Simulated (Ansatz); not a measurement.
**C2H4CuNO: basis-set convergence**

The task here is to estimate one member of a computed series from the others.

The runs use Ansatz 0.2.0, Gaussian basis; one geometry, several basis sets.

Plan: PBE0-D4/def2-SVP; ωB97M-V/def2-SVP; PBE0-D4/def2-QZVPP; ωB97M-V/def2-QZVPP; the functionals' def2-TZVPP values are taken from earlier runs.

### Structure used throughout

The geometry comes from an earlier relaxation with PBE0-D4 in a triple-zeta def2 set; it is a stationary point, not always the lowest conformer.

SMILES `CC#[N+][Cu-][OH]`, 9 atoms, charge 0, spin multiplicity 1.

Atoms are counted from 1 here; the program's logs count them from 0.

Bond lengths: C1–C2 1.443 Å, C1–H6 1.091 Å, C1–H7 1.091 Å, C1–H8 1.091 Å, C2–N3 1.147 Å, N3–Cu4 1.814 Å, Cu4–O5 1.780 Å, O5–H9 0.958 Å. Angles: C2–C1–H6 109.9°, C2–C1–H7 109.8°, C2–C1–H8 109.9°, H6–C1–H7 109.1°, H6–C1–H8 109.1°, H7–C1–H8 109.0°, C1–C2–N3 180.0°, C2–N3–Cu4 179.7°, N3–Cu4–O5 176.2°, Cu4–O5–H9 112.6°.

Set-up of the first run:

The input, in.yaml:

```yaml
crystal:
  periodic: [false, false, false]
  atoms:
    - {symbol: C, position_ang: [0.418493, -2.028919, 0.840774]}
    - {symbol: C, position_ang: [0.186634, -0.718238, 0.282874]}
    - {symbol: N, position_ang: [0.003075, 0.323404, -0.161134]}
    - {symbol: Cu, position_ang: [-0.280624, 1.969399, -0.867713]}
    - {symbol: O, position_ang: [-0.450847, 3.580771, -1.605538]}
    - {symbol: H, position_ang: [1.067063, -1.951860, 1.715162]}
    - {symbol: H, position_ang: [-0.530431, -2.477722, 1.139395]}
    - {symbol: H, position_ang: [0.896724, -2.669153, 0.097462]}
    - {symbol: H, position_ang: [-1.310097, 3.972327, -1.441281]}
basis:
  gaussian: {orbitals: def2-SVP}
hamiltonian: {xc: pbe0, dispersion: d4}
output: {orbitals: {seedname: orbitals}}
```

Command:

```console
$ ansatz run in.yaml --threads 4 --pin off --events-out ev --progress --plain --max-ram 10444MiB
```

Among the steps run: PBE0-D4 in def2-SVP; ωB97M-V in def2-SVP; PBE0-D4 in def2-QZVPP; ωB97M-V in def2-QZVPP.

One table of the session follows, with a row left open; its other results are not shown here.

It belongs to the step «Functionals by basis». 

```
functional       basis  HOMO (eV)
   PBE0-D4    def2-SVP          ?
   PBE0-D4  def2-TZVPP      -5.79
   PBE0-D4  def2-QZVPP      -5.88
   ωB97M-V    def2-SVP      -7.49
   ωB97M-V  def2-TZVPP      -8.17
   ωB97M-V  def2-QZVPP      -8.27
```

Estimate the missing values for PBE0-D4, def2-SVP.

The run gave: HOMO (eV): -5.18. In the column «HOMO (eV)» it is the highest.
